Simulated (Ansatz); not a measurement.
# CH8BGeNO: the cost of one run

Method: RKS revPBE-D4/def2-SVP, in Ansatz 0.2.0.

## 1. The structure to begin with

Bond lengths: B1–N2 1.490 Å, N2–C3 1.441 Å, C3–O4 1.392 Å, O4–Ge5 1.751 Å, B1–H6 1.177 Å, B1–H7 1.223 Å, N2–H8 1.031 Å, C3–H9 1.076 Å, C3–H10 1.166 Å, Ge5–H11 1.513 Å, Ge5–H12 1.537 Å, Ge5–H13 1.527 Å. Angles (14 of 19 angles, heavy atoms first): B1–N2–C3 108.5°, N2–C3–O4 112.9°, C3–O4–Ge5 113.2°, B1–N2–H8 105.6°, C3–N2–H8 107.4°, N2–B1–H6 125.7°, N2–B1–H7 119.4°, N2–C3–H9 111.1°, N2–C3–H10 109.0°, O4–C3–H9 110.6°, O4–C3–H10 105.6°, O4–Ge5–H11 109.7°, O4–Ge5–H12 110.7°, O4–Ge5–H13 106.1°.

As a file:

```xyz
13

B    -1.2766    2.1932    0.2328
N    -1.4211    0.7161    0.3645
C    -0.1846    0.0977   -0.0404
O    -0.2045   -1.2882    0.0916
Ge    1.2906   -2.0512   -0.4070
H    -0.5238    2.8661    0.8369
H    -2.0482    2.8097   -0.4878
H    -1.5386    0.5372    1.3731
H     0.0770    0.3781   -1.0455
H     0.6715    0.4663    0.6594
H     1.6069   -1.6687   -1.8364
H     1.2004   -3.5776   -0.2535
H     2.3714   -1.5132    0.5272
```

## 2. End point A

The input, input.yaml:

```yaml
crystal:
  periodic: [false, false, false]
  atoms:
    - { symbol: B, position_ang: [-1.2766, 2.1932, 0.2328] }
    - { symbol: "N", position_ang: [-1.4211, 0.7161, 0.3645] }
    - { symbol: C, position_ang: [-0.1846, 0.0977, -0.0404] }
    - { symbol: O, position_ang: [-0.2045, -1.2882, 0.0916] }
    - { symbol: Ge, position_ang: [1.2906, -2.0512, -0.407] }
    - { symbol: H, position_ang: [-0.5238, 2.8661, 0.8369] }
    - { symbol: H, position_ang: [-2.0482, 2.8097, -0.4878] }
    - { symbol: H, position_ang: [-1.5386, 0.5372, 1.3731] }
    - { symbol: H, position_ang: [0.077, 0.3781, -1.0455] }
    - { symbol: H, position_ang: [0.6715, 0.4663, 0.6594] }
    - { symbol: H, position_ang: [1.6069, -1.6687, -1.8364] }
    - { symbol: H, position_ang: [1.2004, -3.5776, -0.2535] }
    - { symbol: H, position_ang: [2.3714, -1.5132, 0.5272] }
basis:
  gaussian: { orbitals: def2-SVP }
hamiltonian:
  xc: revpbe
  dispersion: d4
relax:
  f_tol: 0.015
  max_steps: 40
```

Launch:

```
$ ansatz run input.yaml --threads 2 --pin off --max-ram 3072MiB --backend cpu --events-out ev --progress --plain --runs-dir out
```

What time and memory should one allow on 2 threads of Arm Neoverse V1, shared host?

About 77 s, with a peak of 0.19 GiB.
